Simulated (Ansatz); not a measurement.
# WCO (singlet): wave-function methods side by side at a displaced geometry (v1), def2-SVP

The task here is to estimate one member of a computed series from the others.

Computed with Ansatz 0.2.0, Gaussian basis. Level: def2-SVP, core rule «outside noble gas», up to 6 orbitals frozen.

Plan: UHF; CCSD(T) on RHF; CISD; CCSDT(Q) on RHF; CASSCF and NEVPT2, 8 electrons in 8 orbitals.

21 further runs of the same task are left out: 2 for a known fault of the program, 14 that didn't finish, 5 set aside as unsound or not needed. Runs told in other sessions of the task aren't counted.

## The geometry

The geometry is a PBE0/def2-TZVP stationary point (not a proven minimum) with its atoms shifted at random (size 0.040 Å). No spin-orbit coupling is included. Elements past krypton take def2 core potentials.

3 atoms, charge 0, spin multiplicity 1.

Atoms are counted from 1 here; the program's logs count them from 0.

Bond lengths: W1–C2 1.820 Å, C2–O3 1.126 Å. Angles: W1–C2–O3 175.7°.

As a file:

```xyz
3

W    -0.01543   -0.00901   -1.58766
C    -0.01627   -0.02515    0.23195
O     0.03170    0.03416    1.35571
```

Set-up of the first run:

in.yaml

```yaml
crystal:
  periodic: [false, false, false]
  atoms:
    - {symbol: W, position_ang: [-0.015433, -0.009008, -1.587657]}
    - {symbol: C, position_ang: [-0.016266, -0.025151, 0.231946]}
    - {symbol: O, position_ang: [0.031698, 0.034159, 1.355711]}
basis:
  gaussian: {orbitals: def2-SVP}
magnetization: {spin_polarized: true, initial_magnetization: 0}
hamiltonian: {xc: hf}
output: {orbitals: {seedname: orbitals}}
```

The run is started by

```sh
$ ansatz run in.yaml --threads 1 --pin off --events-out ev --progress --plain --max-ram 2393MiB
```

Steps of the session up to this table: UHF; CCSD(T) on RHF; CISD; CCSDT(Q) on RHF; CASSCF and NEVPT2, 8 electrons in 8 orbitals.

One of the session's tables, all rows but one given; the rest of the session is left out.

| method | from RCCSDT(Q) (meV) |
| --- | --- |
| RHF | +13247.4 |
| UHF | +12442.2 |
| RMP2 | +1093.1 |
| RCCSD | +951.4 |
| RCCSD(T) | +194.3 |
| RCCSDT | ? |
| RCCSDT(Q) | 0 |

Q: Estimate the row for RCCSDT from the others.

As computed: from RCCSDT(Q) (meV): +119.4. In the column «from RCCSDT(Q) (meV)» it lies between RCCSDT(Q) (0) and RCCSD(T) (+194.3).

Not comparable, so not listed: CISD (they don't share determinant, frozen orbitals or solution with the rows shown, or repeat one).

Left out of the table: CASSCF frontier, NEVPT2 frontier (the active space lost an orbital or holds another state than full CI finds).

Limits of these values: The determinant of HF (⟨S²⟩ 1.79) is far from a pure spin state, so its energy mixes those of several spin states; that is harmless only where they are near-degenerate. Warnings: restricted reference is unstable; spin contamination; coupled cluster took another determinant than the lowest; large T1 diagnostic. Warnings in the runs' records: passed over end.
